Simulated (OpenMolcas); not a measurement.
# Rh⁴⁺ among point charges: CASSCF and CASPT2 levels and susceptibility

Aim: the splitting of the states of Rh⁴⁺ in the field of 2 point charges, its lowest levels with spin-orbit coupling and its magnetic susceptibility.

Method: state-averaged CASSCF and CASPT2, spin-orbit coupling by RASSI with atomic mean-field integrals. Code: OpenMolcas 26.06.

## (1) What is computed

| Quantity | Value |
| --- | --- |
| Species | Rh⁴⁺ (rhodium, Z = 45, 41 electrons) |
| Basis | ANO-RCC-VDZP [6s5p3d1f], 43 functions |
| Scalar Hamiltonian | DKH2, point nucleus |
| Inactive shells | 1s 2s 2p 3s 3p 3d 4s 4p |
| Active space | 5 electrons in 5 orbitals (4d) |
| Some configurations of this space | 4d⁵ |
| Orbitals | optimised for each spin and parity, averaged over all roots |

The outer shells:

4d5
```
4d [↑ ][↑ ][↑ ][↑ ][↑ ]
```

The ion sits among 2 point charges of -2 e arranged as a linear pair (D∞h), 1.85 Å from the ion.

The work runs as a chain of OpenMolcas steps in one folder; each step below is one input file. Labels, J, g values, rates, χT and fits are worked out afterwards by a script from the matrices that RASSI stores. The input lists half of the charges; inversion (Group=XYZ) makes the rest.

## (2) Basis and integrals

a.inp

```
&GATEWAY
Coord
1

Rh 0.0 0.0 0.0
Basis=ANO-RCC-VDZP
Group=XYZ
NoMove
AngMom=0.0 0.0 0.0
AMFI
XField
1 Angstrom 0
0.000000 0.000000 1.850000 -2.000000
&SEWARD
```

Command:

```sh
> OMP_NUM_THREADS=1 MOLCAS_MEM=1689 MOLCAS_PROJECT=a pymolcas a.inp > a.log
```

## (3) CASSCF: sextets of even parity, 1 root

a.inp

```
&RASSCF
FileOrb=start.orb
Symmetry=1
Spin=6
nActEl=5 0 0
Inactive=9 9
Ras2=5 0
CIRoot=1 1 1
SDav=1
CIMx=300
Iter=120 100
PrWF=0.3
OrbListing=Nothing
MaxOrb=0
>>> COPY $Project.JobIph JOB001
```

start.orb holds the contracted functions of the basis, ordered by shell, or the orbitals of the step before.

## (4) Reference wave functions, quartets of even parity, 24 roots

a.inp

```
&RASSCF
FileOrb=start.orb
Symmetry=1
Spin=4
nActEl=5 0 0
Inactive=9 9
Ras2=5 0
CIRoot=24 24 1
SDav=24
CIMx=300
Iter=120 100
PrWF=0.3
OrbListing=Nothing
MaxOrb=0
>>> COPY $Project.JobIph JOB002
```

## (5) CASSCF: doublets of even parity, 75 roots

a.inp

```
&RASSCF
FileOrb=start.orb
Symmetry=1
Spin=2
nActEl=5 0 0
Inactive=9 9
Ras2=5 0
CIRoot=75 75 1
SDav=75
CIMx=300
Iter=120 100
PrWF=0.3
OrbListing=Nothing
MaxOrb=0
>>> COPY $Project.JobIph JOB003
```

## (6) RASSI: spin-orbit coupling between the states

a.inp

```
&RASSI
NrOfJobIphs=3 1 24 75
1
1 2 3 4 5 6 7 8 9 10 11 12 13 14 15 16 17 18 19 20 21 22 23 24
1 2 3 4 5 6 7 8 9 10 11 12 13 14 15 16 17 18 19 20 21 22 23 24 25 26 27
28 29 30 31 32 33 34 35 36 37 38 39 40 41 42 43 44 45 46 47 48 49 50 51
52 53 54 55 56 57 58 59 60 61 62 63 64 65 66 67 68 69 70 71 72 73 74 75
IphNames
JOB001
JOB002
JOB003
EJob
SpinOrbit
DIPRint=1.0
SOCoupling=1000.0
Subsets=2
Property=9
'ANGMOM' 1 'ANGMOM' 2 'ANGMOM' 3 'MLTPL  1' 1 'MLTPL  1' 2 'MLTPL  1' 3
'AMFI' 1 'AMFI' 2 'AMFI' 3
SOProperty=3
'ANGMOM' 1 'ANGMOM' 2 'ANGMOM' 3
```

## (7) CASPT2: IPEA 0.25, imaginary shift 0.1 (closed shells correlated: 4s 4p)

a.inp

```
>>> COPY JOB001 $Project.JobIph
&CASPT2
Multistate=1 1
Frozen=8 6
IPEA=0.25
Imaginary=0.1
MaxIter=60
WThr=0.0 0.3 0.05
PrWF=0.5
NoMix
>>> COPY JOB002 $Project.JobIph
&CASPT2
Multistate=24 1 2 3 4 5 6 7 8 9 10 11 12 13 14 15 16 17 18 19 20 21 22
23 24
NoMult
Frozen=8 6
IPEA=0.25
Imaginary=0.1
MaxIter=60
WThr=0.0 0.3 0.05
PrWF=0.5
NoMix
>>> COPY JOB003 $Project.JobIph
&CASPT2
Multistate=75 1 2 3 4 5 6 7 8 9 10 11 12 13 14 15 16 17 18 19 20 21 22
23 24 25 26 27 28 29 30 31 32 33 34 35 36 37 38 39 40 41 42 43 44 45 46
47 48 49 50 51 52 53 54 55 56 57 58 59 60 61 62 63 64 65 66 67 68 69 70
71 72 73 74 75
NoMult
Frozen=8 6
IPEA=0.25
Imaginary=0.1
MaxIter=60
WThr=0.0 0.3 0.05
PrWF=0.5
NoMix
```

(Steps that only read results are left out.)

What does the calculation give? Wanted: spin-free ground state; lowest level; next level.

The runs gave:

| quantity | value |
| --- | --- |
| method | SS-CASPT2, IPEA 0.25, imaginary shift 0.1 (closed shells correlated: 4s 4p) |
| spin-free ground state | 6Sigma, 1-fold in its orbital part |
| lowest level | 2-fold, g = 0.00, 0.00, 9.97 |
| next level | 45.5 cm⁻¹ |
| χT at 300 K | 4.35 cm³ K/mol |
| effective moment at 300 K | 5.90 μB |

Cost by method:

| method | time of its own steps | time with the reference |
| --- | --- | --- |
| A. CASSCF | 17 s | 17 s |
| B. SS-CASPT2, IPEA 0.25, imaginary shift 0.1, +4s 4p | 4.5 s | 21 s |

Times are of one thread on a shared host.

**Reading.** The spin-free ground state (6Sigma) comes to 100 % from free-ion S terms and keeps the highest spin of the shell. χT at 300 K is 4.35, against 4.39 cm³ K/mol for the spin alone, as a half-filled shell (L = 0) has no orbital moment. An active space of the d shell alone favours high spin; real ions in strong fields can be low spin. CASPT2 does not keep the components of a term degenerate, and the means are used. The field of point charges can differ much from that of real complexes. With metal d orbitals alone active, the gaps between spin states are rough; where two lie within a few thousand cm-1, their order is open. This is an electrostatic model: the charges have no orbitals.
